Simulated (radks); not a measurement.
# Sc in [Ar] 3d1 4s2: an all-electron calculation

The task here is to estimate one member of a computed series from the others.

Program: radks (a radial shooting solver on a logarithmic mesh, Libxc functionals) version 1. Level of theory: scalar-relativistic Kohn-Sham, OLYP, spin-polarised, spherical densities, finite nucleus; open shells are filled with parallel spins first. These are calculated values, not measurements, unless marked.

## The system

| Item | Value |
| --- | --- |
| element | scandium (Z = 21) |
| charge | 0 |
| electrons | 21 |
| configuration | [Ar] 3d1 4s2 |
| nuclear rms radius | 3.5459 fm |

The outer shells:

Sc
```
[Ar] core
3d [↑ ][  ][  ][  ][  ]
4s [↑↓]
```

The first run:

The run's settings:

```text
Z 21
configuration [Ar] 3d1 4s2 4p0 5s0
relativity scalar-relativistic
functional optx,lyp
spin polarised
nucleus finite rms 3.5459 fm
c 137.035999084
```

One of the session's tables, all rows but one given; the rest of the session is left out.

It belongs to the step «Orbitals and density». Radial moments (bohr):

```
  level      <r>  outermost maximum (interpolated)  90 % within  nodes
1s down  0.07305                            0.0478        0.130      0
  1s up  0.07305                            0.0478        0.130      0
  2s up   0.3431                             0.284        0.533      1
2s down   0.3429                             0.283        0.533      1
  2p up   0.3073                             0.232        0.506      0
2p down   0.3071                             0.232        0.505      0
  3s up    1.073                             0.927         1.61      2
3s down    1.073                             0.927         1.60      2
  3p up    1.165                             0.969         1.79      1
3p down    1.164                             0.969         1.79      1
  4s up    3.726                              3.11         5.64      3
4s down        ?                                 ?            ?      ?
  3d up    1.802                              1.10         3.24      0
3d down    1.908                              1.10         3.51      0
  4p up    5.427                              3.99         8.64      2
4p down    5.568                              4.10         8.85      2
```

Q: Estimate the row for 4s down from the others.

**Answer.** <r>: 3.851; outermost maximum (interpolated): 3.24; 90 % within: 5.82; nodes: 3. In the column «<r>» it lies between 4s up (3.726) and 4p up (5.427).

To keep in mind: Open shells are spherical and high-spin; term and fine-structure splittings are not resolved.
